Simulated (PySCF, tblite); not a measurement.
# Si₇Ge₈H₂₄: electronic excitations, NMR shifts, part 2 of 2

tblite 0.8.0 and PySCF 2.14.0. Atoms count from 0. The steps go on from the part before.

## Step 4: NMR shifts: GIAO KT3/pcSseg-1

What the job is given:

```
{"job": {"kind": "nmr", "xc": "KT3", "basis": "pcSseg-1", "pop": false}, "charge": 0, "multiplicity": 1}
Ge    -2.167636     1.105224    -1.412701
Ge    -2.177407    -3.323899     1.405763
Si    -2.245081    -3.408674    -0.953667
Si    -2.288653     3.406450    -0.917510
Ge     1.648270     1.150327    -1.679252
Ge    -0.050897    -0.138174     1.539344
Si    -0.201792    -0.127885    -0.882607
Ge    -0.200640    -2.409980    -1.631608
Ge     1.639495    -3.460031     1.461592
Si     1.796084    -3.469987    -0.895293
Si     1.643218     1.211380     2.502702
Si    -0.244100    -2.359262     2.379360
Ge    -0.272740     4.424708    -1.581720
Ge     1.823955     3.280889     1.391566
Si     1.770202     3.407880    -0.969812
H     -2.504962     0.874024    -2.877690
H     -3.346459     0.379278    -0.782461
H     -3.404001    -2.615585     1.946169
H     -2.433419    -4.702685     1.991522
H     -3.388310    -2.657040    -1.479595
H     -2.372254    -4.792088    -1.426097
H     -3.462454     4.056349    -1.509604
H     -2.408371     3.537408     0.539515
H      1.762884     1.017462    -3.188804
H      2.927578     0.418376    -1.284895
H     -1.372241     0.539244     1.945569
H     -0.176833    -2.329872    -3.161406
H      2.901763    -2.863122     2.056303
H      1.781723    -4.872209     1.996890
H      2.967305    -2.716643    -1.356707
H      1.917285    -4.832764    -1.425490
H      2.904870     0.475609     2.347168
H      1.437435     1.388863     3.944284
H     -0.254614    -2.434058     3.848282
H     -0.262351     5.874334    -1.136466
H     -0.286109     4.635281    -3.086252
H      2.980079     4.079931     1.965937
H      0.677369     4.151969     1.884778
H      2.937256     4.119730    -1.508842
```

Level: GIAO KT3/pcSseg-1 NMR shielding, non-relativistic, gas phase.

The program printed:

```text
start: PBE on a coarse grid of 152964 points
cycle   1  E = -18651.2965722252  dE = -4.117e+00  |g| = 2.844e+00  |ddm| = 7.115e+00
cycle   2  E = -18650.8915198585  dE =  4.051e-01  |g| = 3.354e+00  |ddm| = 3.147e+00
cycle   3  E = -18651.7189656601  dE = -8.274e-01  |g| = 3.919e-01  |ddm| = 2.445e+00
cycle   4  E = -18651.7372449598  dE = -1.828e-02  |g| = 2.407e-01  |ddm| = 1.048e+00
cycle   5  E = -18651.7585534420  dE = -2.131e-02  |g| = 5.808e-02  |ddm| = 4.907e-01
cycle   6  E = -18651.7596113381  dE = -1.058e-03  |g| = 1.397e-02  |ddm| = 1.067e-01
cycle   7  E = -18651.7596855252  dE = -7.419e-05  |g| = 3.754e-03  |ddm| = 2.741e-02
final grid: 292425 points
cycle   8  E = -18735.5826763726  dE = -2.523e-02  |g| = 1.385e+00  |ddm| = 1.385e+00
cycle   9  E = -18735.4894221011  dE =  9.325e-02  |g| = 1.744e+00  |ddm| = 1.688e+00
cycle  10  E = -18735.6985399751  dE = -2.091e-01  |g| = 1.383e-01  |ddm| = 1.047e+00
cycle  11  E = -18735.7013783471  dE = -2.838e-03  |g| = 5.965e-02  |ddm| = 2.969e-01
cycle  12  E = -18735.7027179935  dE = -1.340e-03  |g| = 1.391e-02  |ddm| = 1.298e-01
cycle  13  E = -18735.7027840271  dE = -6.603e-05  |g| = 4.203e-03  |ddm| = 2.802e-02
cycle  14  E = -18735.7027928843  dE = -8.857e-06  |g| = 1.188e-03  |ddm| = 8.411e-03
cycle  15  E = -18735.7027881009  dE =  4.783e-06  |g| = 2.500e-04  |ddm| = 2.260e-03
cycle  16  E = -18735.7027844307  dE =  3.670e-06  |g| = 1.310e-04  |ddm| = 5.760e-04
cycle  17  E = -18735.7027852497  dE = -8.191e-07  |g| = 3.939e-05  |ddm| = 2.576e-04
converged SCF energy = -18735.7027852497

GIAO shielding tensors (ppm)
atom      isotropic    diamagn.    paramagn.     s11        s22        s33       span
  0 Ge    1652.622    2764.916   -1112.294   1611.013   1635.070   1711.783    100.770
  1 Ge    1680.806    2762.457   -1081.650   1642.540   1656.389   1743.490    100.950
  2 Si     462.937     884.024    -421.088    439.886    469.999    478.925     39.039
  3 Si     464.820     883.967    -419.147    441.295    468.928    484.237     42.942
  4 Ge    1663.484    2764.841   -1101.357   1627.243   1660.294   1702.914     75.671
  5 Ge    1662.568    2767.165   -1104.597   1606.491   1677.211   1704.001     97.509
  6 Si     452.413     883.844    -431.431    424.285    458.459    474.496     50.211
  7 Ge    1692.551    2766.573   -1074.022   1654.858   1684.808   1737.987     83.128
  8 Ge    1697.473    2762.793   -1065.320   1664.003   1678.187   1750.229     86.226
  9 Si     462.932     884.002    -421.070    438.053    470.763    479.981     41.928
 10 Si     466.370     884.636    -418.265    453.236    465.482    480.393     27.157
 11 Si     469.945     885.034    -415.089    453.358    477.632    478.845     25.487
 12 Ge    1671.782    2761.059   -1089.277   1642.263   1661.030   1712.053     69.791
 13 Ge    1679.622    2762.572   -1082.949   1614.307   1679.798   1744.762    130.455
 14 Si     463.715     885.389    -421.674    455.140    457.215    478.790     23.649
 15 H       28.185      32.314      -4.129     20.902     23.737     39.915     19.013
 16 H       28.062      33.156      -5.093     19.749     25.177     39.261     19.512
 17 H       28.148      30.820      -2.672     21.277     23.140     40.027     18.750
 18 H       28.112      29.674      -1.563     20.903     21.759     41.673     20.770
 19 H       27.739      29.451      -1.712     23.084     26.669     33.464     10.380
 20 H       27.861      29.124      -1.263     23.356     24.347     35.879     12.523
 21 H       27.923      28.560      -0.637     22.499     25.076     36.194     13.695
 22 H       27.821      29.999      -2.178     24.930     26.386     32.146      7.216
 23 H       28.225      32.607      -4.383     21.099     23.381     40.194     19.096
 24 H       27.924      33.335      -5.411     21.176     24.241     38.356     17.180
 25 H       27.794      34.752      -6.958     22.305     24.001     37.076     14.771
 26 H       28.182      32.292      -4.110     20.896     23.075     40.575     19.679
 27 H       28.155      30.932      -2.777     20.834     23.783     39.849     19.015
 28 H       28.252      29.900      -1.647     21.168     21.686     41.903     20.736
 29 H       27.737      29.592      -1.855     23.294     26.637     33.281      9.987
 30 H       27.856      29.279      -1.423     23.249     24.420     35.898     12.649
 31 H       27.850      30.525      -2.676     23.324     27.439     32.785      9.461
 32 H       28.101      29.690      -1.590     22.575     26.029     35.698     13.123
 33 H       28.102      31.088      -2.986     23.417     24.801     36.086     12.669
 34 H       28.220      28.576      -0.356     20.859     22.202     41.598     20.739
 35 H       28.253      29.517      -1.264     21.675     22.513     40.570     18.895
 36 H       28.031      29.489      -1.457     20.066     22.068     41.960     21.894
 37 H       28.323      31.217      -2.895     21.800     24.641     38.527     16.727
 38 H       27.795      30.371      -2.576     23.338     23.889     36.159     12.821
```

Wall time 34 s (2 threads of Arm Neoverse V2, shared host); peak memory 1.4 GiB.

Shifts follow as δ = σ(reference) − σ, with reference shieldings (ppm) from runs at the same level and on the same kind of geometry: 1H TMS 31.76, 29Si TMS 361.7. The references are single molecules in the gas phase.

| atoms | environment | σ (ppm) | δ (ppm) |
| --- | --- | --- | --- |
| H29 | hydrogen on a silicon bonded to 2 Ge | 27.74 | 4.02 |
| H19 | hydrogen on a silicon bonded to 2 Ge | 27.74 | 4.02 |
| H25 | hydrogen on a germanium bonded to 3 Si | 27.79 | 3.97 |
| H38 | hydrogen on a silicon bonded to 3 Ge | 27.80 | 3.96 |
| H22 | hydrogen on a silicon bonded to 2 Ge | 27.82 | 3.94 |
| H31 | hydrogen on a silicon bonded to 2 Ge | 27.85 | 3.91 |
| H30 | hydrogen on a silicon bonded to 2 Ge | 27.86 | 3.90 |
| H20 | hydrogen on a silicon bonded to 2 Ge | 27.86 | 3.90 |
| H21 | hydrogen on a silicon bonded to 2 Ge | 27.92 | 3.84 |
| H24 | hydrogen on a germanium bonded to 2 Si | 27.92 | 3.84 |
| H36 | hydrogen on a germanium bonded to 2 Si | 28.03 | 3.73 |
| H16 | hydrogen on a germanium bonded to 2 Si | 28.06 | 3.70 |
| H32 | hydrogen on a silicon bonded to 2 Ge | 28.10 | 3.66 |
| H33 | hydrogen on a silicon bonded to 3 Ge | 28.10 | 3.66 |
| H18 | hydrogen on a germanium bonded to 2 Si | 28.11 | 3.65 |
| H17 | hydrogen on a germanium bonded to 2 Si | 28.15 | 3.61 |
| H27 | hydrogen on a germanium bonded to 2 Si | 28.16 | 3.60 |
| H26 | hydrogen on a germanium bonded to 3 Si | 28.18 | 3.58 |
| H15 | hydrogen on a germanium bonded to 2 Si | 28.18 | 3.58 |
| H34 | hydrogen on a germanium bonded to 2 Si | 28.22 | 3.54 |
| H23 | hydrogen on a germanium bonded to 2 Si | 28.22 | 3.54 |
| H28 | hydrogen on a germanium bonded to 2 Si | 28.25 | 3.51 |
| H35 | hydrogen on a germanium bonded to 2 Si | 28.25 | 3.51 |
| H37 | hydrogen on a germanium bonded to 2 Si | 28.32 | 3.44 |
| Ge0 | germanium bonded to 2 Si, 2 H | 1653 | – |
| Ge5 | germanium bonded to 3 Si, H | 1663 | – |
| Ge4 | germanium bonded to 2 Si, 2 H | 1663 | – |
| Ge12 | germanium bonded to 2 Si, 2 H | 1672 | – |
| Ge13 | germanium bonded to 2 Si, 2 H | 1680 | – |
| Ge1 | germanium bonded to 2 Si, 2 H | 1681 | – |
| Ge7 | germanium bonded to 3 Si, H | 1693 | – |
| Ge8 | germanium bonded to 2 Si, 2 H | 1697 | – |
| Si6 | silicon bonded to 4 Ge | 452.4 | -90.7 |
| Si9 | silicon bonded to 2 Ge, 2 H | 462.9 | -101.3 |
| Si2 | silicon bonded to 2 Ge, 2 H | 462.9 | -101.3 |
| Si14 | silicon bonded to 3 Ge, H | 463.7 | -102.0 |
| Si3 | silicon bonded to 2 Ge, 2 H | 464.8 | -103.1 |
| Si10 | silicon bonded to 2 Ge, 2 H | 466.4 | -104.7 |
| Si11 | silicon bonded to 3 Ge, H | 469.9 | -108.3 |

Ring of atoms Ge0, Si3, Ge4, Si6, Ge12, Si14: NICS(0) -1.7, NICS(1) -1.4, NICS(1)zz 7.0 ppm (means of both faces).

Ring of atoms Ge1, Si2, Ge5, Si6, Ge7, Si11: NICS(0) -1.8, NICS(1) -1.5, NICS(1)zz 4.6 ppm (means of both faces).

Ring of atoms Ge4, Ge5, Si6, Si10, Ge13, Si14: NICS(0) -1.7, NICS(1) -1.5, NICS(1)zz 7.2 ppm (means of both faces).

## Step 5: Results

What follows sums up all 2 parts.

| quantity | value |
| --- | --- |
| lowest singlet (PBE/def2-SVP) | 4.19 eV (296 nm), f = 0.002 |
| brightest single state of those computed | state 6, 4.62 eV, f = 0.029 |
| lowest triplet | 3.96 eV |
| surface potential, 1st and 99th percentile | -0.03 V and 1.04 V |
| 1H shifts against TMS (KT3/pcSseg-1) | 4.02, 4.02, 3.97, 3.96, 3.94, 3.91, 3.90, 3.90, 3.84, 3.84, 3.73, 3.70, 3.66, 3.66 ppm and more |
| 29Si shifts against TMS (KT3/pcSseg-1) | -90.7, -101.3, -101.3, -102.0, -103.1, -104.7, -108.3 ppm |
| shieldings of Ge (KT3/pcSseg-1) | Ge0 1652.6, Ge5 1662.6, Ge4 1663.5, Ge12 1671.8, Ge13 1679.6, Ge1 1680.8, Ge7 1692.6, Ge8 1697.5 ppm |

What this shows: The first singlet state (HOMO→LUMO 0.95) lies at 4.19 eV and is weak; of the 6 states computed, the strongest absorption comes from state 6 at 4.62 eV (the last computed, so partners may be missing). The lowest triplet lies 0.22 eV below the lowest singlet (triplets in Tamm-Dancoff, singlets in full TDDFT). By nearest atom (PBE/def2-SVP), the HOMO sits on Si6, Si11 about 10 % each; Ge4, Ge5, Ge7 about 9 % each and the LUMO on Si6 14 %; Ge7 10 %. At KT3/pcSseg-1: The widest tensor belongs to Ge13: span 130 ppm, with a paramagnetic part of -1083 ppm.
